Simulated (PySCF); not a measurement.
**[DyI2]+: other functionals and bases at one geometry**

One table from this session's results is given with a row withheld; the runs are named, their logs left out.

Computed with PySCF 2.14.0. Level: several levels, as the steps say, no spin–orbit coupling.

1 further run of the same task is left out (for a known fault of the program).

### Where the work starts

3 atoms, charge 1, spin multiplicity 1.

Bond lengths: Dy1–I2 2.727 Å, Dy1–I3 2.727 Å. Angles: I2–Dy1–I3 110.0°.

Geometry (Å):

```
atom    x (Å)   y (Å)    z (Å)
 Dy1   0.0000  0.0000  -0.9717
  I2   2.2341  0.0000   0.5925
  I3  -2.2341  0.0000   0.5925
```

Formal oxidation states: Dy +3. Each metal's 9 4f electrons lie in its core potential, so multiplicities, spins and levels count the valence alone. An earlier session relaxed this geometry at PBE0, Dy lcecp-1-SVP with ECP55, I def2-SVP with ECP28 (singlet, point group C2v).

At PBE0 on the finer grid: E = -632.376013 Eh, HOMO -11.92 eV, LUMO -7.71 eV, Mulliken charge on Dy1 +1.09 e, largest force component 0.009 eV/Å. 

Levels to run: HF; TPSSh; PBE0, TZVP. Hardware: 2 threads of Arm Neoverse V2, shared host.

Set-up of the first run:

Contents of run.py (the lines that set the calculation):

```python
mol = gto.M(atom='''
Dy     0.00000     0.00000    -0.97173
I      2.23408     0.00000     0.59252
I     -2.23408     0.00000     0.59252''',
    basis={'Dy': 'lcecp-1-SVP', 'I': 'def2-SVP'},
    ecp={'Dy': 'lcecp-1-SVP', 'I': 'def2-SVP'},
    charge=1, spin=0)
mf = scf.RHF(mol)
mf = mf.density_fit()  # fitting sets: Dy AutoAux, I def2-universal-JKFIT
mf.conv_tol = 1e-08; mf.max_cycle = 55
mf.kernel(dm0)  # dm0: the density of the relaxed state
```

Run with:

```sh
OMP_NUM_THREADS=2 python run.py
```

Among the steps run: HF; TPSSh; PBE0, TZVP.

One table of the session follows, with a row left open; its other results are not shown here.

| level | HOMO (eV) | gap (eV) | charge on Dy1 (e) | dipole (D) | largest force component (eV/Å) |
| --- | --- | --- | --- | --- | --- |
| PBE0 (relaxed here) | -11.92 | 4.21 | 1.09 | 7.30 | 0.01 |
| HF | -14.11 | 8.61 | 1.40 | 8.87 | 0.59 |
| TPSSh | ? | ? | ? | ? | ? |
| PBE0, TZVP | -11.85 | 4.26 | 1.36 | 7.07 | 0.05 |

Q: Estimate the row for TPSSh from the others.

The run gave: HOMO (eV): -11.37; gap (eV): 3.43; charge on Dy1 (e): 1.11; dipole (D): 7.24; largest force component (eV/Å): 0.20. In the column «HOMO (eV)» it is the highest.

The dipole of a charged species depends on the origin, so these sizes hold for this origin alone.

In one basis the HOMO–LUMO gap runs from 3.43 eV (TPSSh) to 8.61 eV (HF). The largest leftover force, 0.59 eV/Å with HF, stands at a geometry relaxed at another level. With 4f in the core, its levels are missing from HOMO and gap, and its count is fixed, so no charge can pass from the ligands into it. Total energies of different levels can't be compared.
